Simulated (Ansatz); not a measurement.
**C₂H₃Cl₃O₂Si: up Jacob's ladder to CCSD(T)**

An exercise on one series of results from a longer session: the logs are not shown, and one member is left open.

Computed with Ansatz 0.2.0, Gaussian basis. Level: functionals in def2-TZVPP, the program's frozen cores in correlated methods.

The runs, in order: LDA (SPW92), PBE-D4, revPBE-D4, BLYP-D4, r2SCAN-D4, B97M-V, PBE0-D4, B3LYP-D4, r2SCANh-D4, r2SCAN0-D4, HSE06-D4, BHLYP-D4, CAM-B3LYP-D4, LC-ωPBE, ωB97X-V, ωB97M-V, B2PLYP, PBE-QIDH; CCSD(T)/def2-SVP; MP2/def2-TZVPP; MP2/def2-QZVPP; RPA on PBE.

### The geometry

An earlier PBE0-D4 in a triple-zeta def2 set relaxation fixed the geometry.

SMILES `CC(=O)O[Si](Cl)(Cl)Cl`, 11 atoms, charge 0, spin multiplicity 1.

Atoms are counted from 1 here; the program's logs count them from 0.

Bond lengths: C1–C2 1.491 Å, C1–H9 1.092 Å, C1–H10 1.092 Å, C1–H11 1.087 Å, C2–O3 1.194 Å, C2–O4 1.364 Å, O4–Si5 1.650 Å, Si5–Cl6 2.021 Å, Si5–Cl7 2.017 Å, Si5–Cl8 2.018 Å. Angles: C2–C1–H9 109.5°, C2–C1–H10 109.6°, C2–C1–H11 109.8°, H9–C1–H10 107.2°, H9–C1–H11 110.3°, H10–C1–H11 110.4°, C1–C2–O3 126.6°, C1–C2–O4 111.4°, O3–C2–O4 122.0°, C2–O4–Si5 123.7°, O4–Si5–Cl6 104.2°, O4–Si5–Cl7 111.3°, O4–Si5–Cl8 111.3°, Cl6–Si5–Cl7 109.5°, Cl6–Si5–Cl8 109.5°, Cl7–Si5–Cl8 110.8°.

Geometry (Å):

```csv
atom,x (Å),y (Å),z (Å)
C1,1.1982,-1.3645,0.8894
C2,0.3615,-0.6948,-0.1476
O3,0.1420,-1.0931,-1.2521
O4,-0.1560,0.4800,0.3135
Si5,-1.1278,1.4666,-0.5827
Cl6,-1.5445,3.0104,0.6532
Cl7,-0.1669,2.1544,-2.2179
Cl8,-2.8418,0.5356,-1.0981
H9,0.5925,-1.5597,1.7765
H10,2.0084,-0.6983,1.1921
H11,1.5999,-2.2937,0.4942
```

Set-up of the first run:

File in.yaml:

```yaml
crystal:
  periodic: [false, false, false]
  atoms:
    - {symbol: C, position_ang: [1.198167, -1.364496, 0.889417]}
    - {symbol: C, position_ang: [0.361520, -0.694829, -0.147611]}
    - {symbol: O, position_ang: [0.141966, -1.093056, -1.252124]}
    - {symbol: O, position_ang: [-0.155981, 0.479986, 0.313535]}
    - {symbol: Si, position_ang: [-1.127788, 1.466629, -0.582745]}
    - {symbol: Cl, position_ang: [-1.544519, 3.010365, 0.653246]}
    - {symbol: Cl, position_ang: [-0.166852, 2.154446, -2.217923]}
    - {symbol: Cl, position_ang: [-2.841842, 0.535607, -1.098134]}
    - {symbol: H, position_ang: [0.592460, -1.559700, 1.776549]}
    - {symbol: H, position_ang: [2.008360, -0.698280, 1.192067]}
    - {symbol: H, position_ang: [1.599910, -2.293672, 0.494223]}
basis:
  gaussian: {orbitals: def2-TZVPP}
hamiltonian: {xc: lda}
output: {orbitals: {seedname: orbitals}}
```

Run with:

```
$ ansatz run in.yaml --threads 4 --pin off --events-out ev --progress --plain --max-ram 11315MiB
```

Steps of the session up to this table: LDA; PBE-D4 (GGA); revPBE-D4 (GGA); BLYP-D4 (GGA); r2SCAN-D4 (meta-GGA); B97M-V (meta-GGA); B3LYP-D4 (hybrid); r2SCANh-D4 (hybrid); r2SCAN0-D4 (hybrid); HSE06-D4 (hybrid); BHLYP-D4 (hybrid); CAM-B3LYP-D4 (range-separated); LC-ωPBE (range-separated); ωB97X-V (range-separated); ωB97M-V (range-separated); B2PLYP (double hybrid); PBE-QIDH (double hybrid).

One table of the session follows, with a row left open; its other results are not shown here.

It belongs to the step «Frontier levels by functional». 

```
  functional  HOMO (eV)  gap (eV)
 LDA (SPW92)      -7.11      5.18
      PBE-D4          ?         ?
   revPBE-D4      -6.81      5.27
     BLYP-D4      -6.80      5.27
   r2SCAN-D4      -7.27      5.88
      B97M-V      -7.39      6.16
     PBE0-D4      -8.60      8.08
    B3LYP-D4      -8.33      7.54
  r2SCANh-D4      -7.90      6.93
  r2SCAN0-D4      -8.86      8.50
    HSE06-D4      -8.19      7.28
    BHLYP-D4     -10.24     10.97
CAM-B3LYP-D4     -10.09     10.77
     LC-ωPBE     -11.43     13.33
     ωB97X-V     -11.09     12.94
     ωB97M-V     -11.02     12.78
```

**Question.** Estimate the row for PBE-D4.

**Answer.** HOMO (eV): -6.90; gap (eV): 5.25. In the column «HOMO (eV)» it lies between LDA (SPW92) (-7.11) and revPBE-D4 (-6.81).
